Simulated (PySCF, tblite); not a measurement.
**C7H9O radical: geometry, infrared bands and EPR parameters**

Wanted: the infrared bands and EPR parameters of C7H9O radical (`C=C1[CH][C@H](CO)C1=C`), by calculation.

Computed with tblite 0.8.0 and PySCF 2.14.0, with density-fitted response routines of our own, on a single molecule in the gas phase. Atoms are numbered from 0 throughout.

### 1 The starting structure

17 atoms, charge 0, multiplicity 2; geometry from: force field or distance geometry start.

Bonds of the start (Å): C0–C1 1.32, C1–C2 1.52, C2–C3 1.47, C3–C4 1.54, C4–O5 1.43, C3–C6 1.53, C6–C7 1.34, C6–C1 1.43, C0–H8 1.08, C0–H9 1.10, C2–H10 1.07, C3–H11 1.08, C4–H12 1.10, C4–H13 1.10, O5–H14 0.96, C7–H15 1.09, C7–H16 1.08.

### 2 Geometry optimisation with GFN2-xTB

Job settings and geometry (Å):

```
{"job": {"kind": "relax", "xc": "GFN2-xTB", "basis": "xTB"}, "charge": 0, "multiplicity": 2}
C     -2.242800    -1.451200    -0.105800
C     -1.120500    -0.771100    -0.261500
C      0.318900    -1.145100    -0.590100
C      0.746700     0.254500    -0.510600
C      1.766700     0.531400     0.607100
O      3.028900    -0.040400     0.263600
C     -0.707100     0.597700    -0.170300
C     -1.337600     1.745400     0.095500
H     -2.270900    -2.526800    -0.235800
H     -3.175000    -0.933800     0.151100
H      0.795500    -2.071000    -0.825600
H      1.094100     0.628800    -1.467500
H      1.452700     0.143600     1.585900
H      1.921800     1.612100     0.701200
H      2.936300    -0.995800     0.348000
H     -2.410300     1.749000     0.312600
H     -0.804400     2.684800     0.092500
```

The run is started by

```sh
> OMP_NUM_THREADS=1 python probes_run.py task.json out
```

This one command runs all jobs of the session in turn.

**Question.** This job is followed by: GFN2-xTB harmonic vibrations, gas phase; UKS B3LYP, pcH-1 on C H O, non-relativistic, mean-field spin-orbit, GIAO. Predict these results of the whole session: strongest single infrared mode (GFN2-xTB); zero-point energy (GFN2-xTB); g(iso) (B3LYP); ⟨S²⟩; largest a(iso); surface potential, 1st and 99th percentile.

As calculated:

```
                                 quantity                 value
strongest single infrared mode (GFN2-xTB)  377 cm⁻¹, 158 km/mol
             zero-point energy (GFN2-xTB)         84.8 kcal/mol
                           g(iso) (B3LYP)               2.00263
                                     ⟨S²⟩    0.784 (exact 0.75)
                           largest a(iso)   1H on H11, 70.3 MHz
    surface potential, 1st and 99th percentile    -1.59 V and 2.01 V
```

What this shows: The optimisation took 38 steps and gained 0.374 eV; among the close pairs (by a distance rule), C1–C2 changed most, from 1.523 to 1.400 Å. All 45 modes are real, so the xTB geometry is a minimum. The strongest single mode, at 377 cm⁻¹, moves mainly H14. GFN2-xTB is a fitted tight-binding method: band positions and strengths are rough. Its intensities can rank the bands wrongly. The largest spin populations lie on C2 (0.67 e), C0 (0.67 e). The isotropic g lies 0.3 ppt above the free-electron value.
